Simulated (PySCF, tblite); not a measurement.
**C₅H₁₀AsBO₂: geometry, infrared bands and NMR shifts**

Wanted: the infrared bands and NMR shifts of C₅H₁₀AsBO₂ (`OB(O)[C@@H]([AsH2])[C@H]1[C@@H]2C[C@@H]21`), by calculation.

Programs: tblite 0.8.0 and PySCF 2.14.0, with density-fitted response routines of our own. Each step states its level of theory. These are calculated values for one molecule in the gas phase, unless marked as measured. Atoms count from 0, in the outputs and in this text.

**1. Starting geometry**

19 atoms, charge 0, multiplicity 1; geometry from: force field or distance geometry start.

Bonds of the start (Å): O0–B1 1.45, B1–O2 1.47, B1–C3 1.57, C3–As4 1.99, C3–C5 1.48, C5–C6 1.56, C6–C7 1.54, C7–C8 1.56, C8–C5 1.53, C8–C6 1.43, O0–H9 1.02, O2–H10 1.01, C3–H11 1.12, As4–H12 1.56, As4–H13 1.57, C5–H14 1.11, C6–H15 1.01, C7–H16 1.09, C7–H17 1.10, C8–H18 1.03.

**2. Relaxing the molecule with GFN2-xTB**

What the job is given:

```
{"job": {"kind": "relax", "xc": "GFN2-xTB", "basis": "xTB"}, "charge": 0, "multiplicity": 1}
O     -1.280800     1.282500    -1.121100
B     -1.748400     0.247900    -0.213400
O     -2.952700    -0.469200    -0.643900
C     -0.724100    -0.592000     0.627600
As    -0.465100    -2.314000    -0.332600
C      0.629600    -0.020400     0.799800
C      1.384200     0.219300    -0.543800
C      2.519500     1.126900    -0.024400
C      0.999700     1.351900     0.230900
H     -1.753400     2.133800    -0.820000
H     -3.711900    -0.018700    -0.144400
H     -1.218800    -0.869100     1.593800
H     -1.611000    -3.300500     0.042400
H      0.942300    -2.907600     0.023200
H      1.251200    -0.411100     1.629400
H      1.199700    -0.182700    -1.449900
H      3.106000     0.784300     0.826100
H      2.965200     1.724800    -0.839800
H      0.459000     2.223300     0.124100
```

Run with:

```sh
$ OMP_NUM_THREADS=1 python probes_run.py task.json out
```

This one command runs all jobs of the session in turn.

**Question.** This job is followed by: GFN2-xTB harmonic vibrations, gas phase; GIAO PBE0/pcSseg-1 NMR shielding, non-relativistic, gas phase. What will the session give for the following? strongest single infrared mode (GFN2-xTB); zero-point energy (GFN2-xTB); ¹³C shifts against TMS (PBE0/pcSseg-1); ¹H shifts against TMS (PBE0/pcSseg-1, means over atoms taken as alike); ¹⁷O shifts against H2O (PBE0/pcSseg-1, means over atoms taken as alike); ¹¹B shifts against BF3·OEt2 (PBE0/pcSseg-1); ⁷⁵As shifts against AsH3 (PBE0/pcSseg-1).

The runs gave:

```
                                                               quantity                                               value
                              strongest single infrared mode (GFN2-xTB)                               1839 cm⁻¹, 792 km/mol
                                           zero-point energy (GFN2-xTB)                                       87.5 kcal/mol
                                 ¹³C shifts against TMS (PBE0/pcSseg-1)                      45.2, 27.4, 19.3, 7.5, 4.6 ppm
 ¹H shifts against TMS (PBE0/pcSseg-1, means over atoms taken as alike)  3.47, 3.11, 2.46, 2.23, 1.45, 1.11, 0.76, 0.22 ppm
¹⁷O shifts against H2O (PBE0/pcSseg-1, means over atoms taken as alike)                                           129.2 ppm
                            ¹¹B shifts against BF3·OEt2 (PBE0/pcSseg-1)                                            27.7 ppm
                               ⁷⁵As shifts against AsH3 (PBE0/pcSseg-1)                                             294 ppm
```

Relaxing lowered the energy by 2.954 eV in 155 steps; the close pair that moved most is B1–O2, from 1.466 to 1.361 Å. No mode is imaginary among the 51: a minimum at this level. The strongest single mode, at 1839 cm⁻¹, moves mainly H13. Unscaled tight-binding wavenumbers are off by several per cent, some by more. Its intensities can rank the bands wrongly. At PBE0/pcSseg-1: The widest tensor belongs to As4: span 398 ppm, with a paramagnetic part of -1179 ppm. Spin-orbit coupling is left out, which matters for shieldings and couplings at and beside the heavy atoms.
